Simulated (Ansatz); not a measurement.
## Ta3W, space group Fm-3m: a surface slab

Program: Ansatz 0.2.0, Python API.

The script reads `ta3w.vasp`:
```text
Ta3W
1.0
   0.00000000    3.26717320    3.26717320
   3.26717320    0.00000000    3.26717320
   3.26717320    3.26717320    0.00000000
Ta W
3 1
Direct
   0.25000000    0.25000000    0.25000000
   0.75000000    0.75000000    0.75000000
   0.50000000    0.50000000    0.50000000
   0.00000000    0.00000000    0.00000000
```

The script, `run_slab.py`:
```python
"""Cutting and solving a surface of Ta3W."""

import ansatz as az
from ase.build import surface
from ase.io import read
import numpy as np

atoms = read("ta3w.vasp", format="vasp")
# the plane is named in the basis of this cell
slab = surface(atoms, (1, 0, 1), 3, vacuum=6.0)
slab.pbc = True

print(slab.get_chemical_formula(), "area {:.3f} A^2, cell height {:.2f} A".format(np.linalg.norm(np.cross(slab.cell[0], slab.cell[1])), slab.cell[2, 2]))


def settings(structure):
    return (
        az.Crystal.from_ase(structure).calculation()
        .functional("pbesol")
        .occupations("fermi_dirac", width=100 * az.meV)
    )


calc = (
    settings(slab)
    .kpoints(4, 4, 1)
    .electric_field(axis=3, dipole_correction=True)
    .potential()
    .forces()
)
result = calc.run(threads=1)
rep = result.report

print(f"slab free energy {rep['free_energy_ev']:.4f} eV, Fermi level {rep['fermi_energy_ev']:.3f} eV")
face = rep["work_function"]
print("work function (eV), upper and lower face:", *(round(face[k], 3) for k in ("phi_plus_ev", "phi_minus_ev") if face.get(k) is not None))
print(f"dipole {face['dipole_moment_e_ang']:+.4f} e A")

print("z (A) and force along z (eV/A)")
for site, force in sorted(zip(result.lattice.sites, rep["forces_ev_ang"]), key=lambda pair: pair[0].position_ang[2]):
    print(f"{site.symbol:3s} {site.position_ang[2]:8.3f} {force[2]:9.4f}")
```

```console
$ python run_slab.py
Ta9W3 area 21.349 A^2, cell height 20.17 A
DeckWarning: basis.ecutwfc = 420 eV, auto-derived from the records' recommended cutoffs: set by Ta (normal level)
RunWarning: efield: at this solve's end the planar-averaged density reaches 1.94e-4 e/Å³ inside the ramp window [0.9004, 0.0996] (bound 1e-5 e/Å³); the window's nearer edge stands 3.99 Å from this solve's nearest atom along the axis. Its work functions, free energy, forces, stress, dipole, levels and responses can be off, and this figure does not tell by how much. The cell may have no vacuum along `efield.axis`. A short vacuum, a low `basis.ecutwfc` or `basis.ecutrho_ratio` and negative [...]
RunWarning: The output density's exchange-correlation potential varies sharply where the density is thin. Do not read a vacuum level from v_tot or v_xc, or from such a field of the output density. On a cell that repeats whose density bears no net charge and no dipole along the vacuum's axis use v_es (v_loc + v_h of the components); under efield.dipole_correction with no amplitude use v_es + v_field, which holds any external_charges[].barrier, or the levels of the report's work_function block, [...]
slab free energy -119019.2754 eV, Fermi level 7.582 eV
work function (eV), upper and lower face: 4.06 4.121
dipole +0.0069 e A
z (A) and force along z (eV/A)
Ta     6.000    0.6207
W      6.000    2.5814
Ta     7.634   -1.1601
Ta     7.634   -1.1601
Ta     9.267   -0.3689
W      9.267   -0.6986
Ta    10.901    0.4940
Ta    10.901    0.4940
Ta    12.534    1.4521
W     12.534    1.1508
Ta    14.168   -1.7026
Ta    14.168   -1.7026
```
(Warnings from the package without file and line, shortened.)

What to keep in mind:
- Total energies depend on the potentials; only differences at equal settings carry meaning. A total without «per atom» is that of the whole cell that was run.
- The density doesn't vanish in the vacuum (a short gap or a low cutoff), which blurs the vacuum level.
- For a metal this k-point mesh is coarse: on a finer one energies can move by several to tens of meV an atom and pressures by half a GPa or more, differences at one mesh by less.
- An absolute Fermi energy rests on an arbitrary zero of the periodic potential and has no direct meaning.
- Spin-orbit coupling, which matters for elements this heavy, is left out.
- This cell is a computed structure, which may not be the phase found in nature.
- The slab is thin and cut from the structure as given; a cut can leave two unlike or polar faces, and the surface energy is then their mean. Miller indices refer to the vectors of the cell as typed, and the lattice isn't relaxed for this functional, so relaxation and surface energy can hold strain.
- Timing: 28 s on 1 thread of Arm Neoverse V2, with other jobs on the host, peak memory 0.79 GiB.
